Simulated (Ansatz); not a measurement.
# C2H6F2OSi: how energies converge with the basis set

The task here is to estimate one member of a computed series from the others.

The runs use Ansatz 0.2.0, Gaussian basis; one geometry, several basis sets.

Plan: PBE0-D4/def2-SVP; ωB97M-V/def2-SVP; PBE0-D4/def2-QZVPP; ωB97M-V/def2-QZVPP; the functionals' def2-TZVPP values are taken from earlier runs.

**Structure used throughout**

All runs share one geometry, relaxed beforehand with PBE0-D4 in a triple-zeta def2 set.

SMILES `C[Si](F)(F)CO`, 12 atoms, charge 0, spin multiplicity 1.

Atoms are counted from 1 here; the program's logs count them from 0.

Bond lengths: C1–Si2 1.840 Å, C1–H7 1.092 Å, C1–H8 1.092 Å, C1–H9 1.092 Å, Si2–F3 1.600 Å, Si2–F4 1.594 Å, Si2–C5 1.869 Å, C5–O6 1.427 Å, C5–H10 1.094 Å, C5–H11 1.099 Å, O6–H12 0.961 Å. Angles: Si2–C1–H7 110.9°, Si2–C1–H8 110.8°, Si2–C1–H9 110.0°, H7–C1–H8 108.3°, H7–C1–H9 108.5°, H8–C1–H9 108.2°, C1–Si2–F3 109.0°, C1–Si2–F4 110.1°, C1–Si2–C5 115.5°, F3–Si2–F4 106.6°, F3–Si2–C5 105.6°, F4–Si2–C5 109.7°, Si2–C5–O6 109.8°, Si2–C5–H10 110.6°, Si2–C5–H11 111.6°, O6–C5–H10 106.5°, O6–C5–H11 112.0°, H10–C5–H11 106.2° and more.

Set-up of the first run:

in.yaml

```yaml
crystal:
  periodic: [false, false, false]
  atoms:
    - {symbol: C, position_ang: [-1.555247, -0.440097, 0.648175]}
    - {symbol: Si, position_ang: [0.151364, -0.747981, 0.032314]}
    - {symbol: F, position_ang: [1.114418, -1.017935, 1.280948]}
    - {symbol: F, position_ang: [0.182306, -2.068910, -0.859455]}
    - {symbol: C, position_ang: [0.933221, 0.664630, -0.909360]}
    - {symbol: O, position_ang: [1.111409, 1.783540, -0.042459]}
    - {symbol: H, position_ang: [-1.883963, -1.247759, 1.305804]}
    - {symbol: H, position_ang: [-2.259740, -0.365875, -0.183467]}
    - {symbol: H, position_ang: [-1.587125, 0.497667, 1.207504]}
    - {symbol: H, position_ang: [0.276564, 0.999717, -1.717129]}
    - {symbol: H, position_ang: [1.875155, 0.360138, -1.386023]}
    - {symbol: H, position_ang: [1.718636, 1.527763, 0.657246]}
basis:
  gaussian: {orbitals: def2-SVP}
hamiltonian: {xc: pbe0, dispersion: d4}
output: {orbitals: {seedname: orbitals}}
```

Among the steps run: PBE0-D4 in def2-SVP; ωB97M-V in def2-SVP; PBE0-D4 in def2-QZVPP; ωB97M-V in def2-QZVPP.

One of the session's tables, all rows but one given; the rest of the session is left out.

It belongs to the step «Density functionals: the series». 

| functional | basis | HOMO (eV) | LUMO (eV) |
| --- | --- | --- | --- |
| PBE0-D4 | def2-SVP | -7.54 | 1.18 |
| PBE0-D4 | def2-TZVPP | -7.74 | 0.61 |
| PBE0-D4 | def2-QZVPP | -7.79 | 0.28 |
| ωB97M-V | def2-SVP | ? | ? |
| ωB97M-V | def2-TZVPP | -10.09 | 2.20 |
| ωB97M-V | def2-QZVPP | -10.14 | 1.51 |

Estimate the missing values for ωB97M-V, def2-SVP.

**Answer.** HOMO (eV): -9.89; LUMO (eV): 2.97. In the column «HOMO (eV)» it lies between ωB97M-V, def2-TZVPP (-10.09) and PBE0-D4, def2-QZVPP (-7.79).
